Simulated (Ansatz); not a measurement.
# Ge (Germanium): the cost of one run

Method: DFT PBEsol, scalar-relativistic, plane waves, PAW, in Ansatz 0.2.0.

### 1 Starting point

Symmetry: Fd-3m, No. 227, cubic system. Conventional cell: a = 5.676 Å, b = 5.676 Å, c = 5.676 Å, α = 90.00°, β = 90.00°, γ = 90.00°. Around Ge (site symmetry -43m) lie 4 Ge at 2.46 Å.

Coordinates:

```cif
data_structure
_symmetry_space_group_name_H-M 'Fd-3m:1'
_symmetry_Int_Tables_number 227
_cell_length_a 5.6758
_cell_length_b 5.6758
_cell_length_c 5.6758
_cell_angle_alpha 90.000
_cell_angle_beta 90.000
_cell_angle_gamma 90.000
_cell_volume 182.84
loop_
_atom_site_label
_atom_site_type_symbol
_atom_site_symmetry_multiplicity
_atom_site_Wyckoff_symbol
_atom_site_fract_x
_atom_site_fract_y
_atom_site_fract_z
_atom_site_occupancy
Ge1 Ge 8 b 0.00000 0.00000 0.50000 1
```

This cell was relaxed beforehand with the same method: volume 22.86 Å³/atom, gap on the mesh none (metal).

### 2 Bulk reference on the slab's mesh

input.yaml

```yaml
crystal:
  lattice:
    - [4.013371723, 0.0, 0.0]
    - [-2.0066858615, 3.4756818669, 0.0]
    - [2.0066858615, 1.1585606223, 3.2769042898]
  atoms:
    - { symbol: Ge, position: [0.0, 0.0, 0.0] }
    - { symbol: Ge, position: [0.5, 0.75, 0.75] }
basis:
  ecutwfc: 420
kpoints:
  mp_grid: { grid: [9, 9, 11] }
hamiltonian:
  xc: pbesol
scf:
  occupations: { method: gaussian, width: 0.1 }
output:
  forces: true
  stress: true
  eigenvalues: true
```

Launch:

```console
ansatz run input.yaml --threads 1 --pin off --max-ram 2560MiB --backend cpu --events-out ev --progress --plain --runs-dir out
```

Q: Estimate wall time and peak memory on 1 thread of AMD EPYC 9R45 (Zen 5), shared host.

About 5.4 s, with a peak of 0.55 GiB.
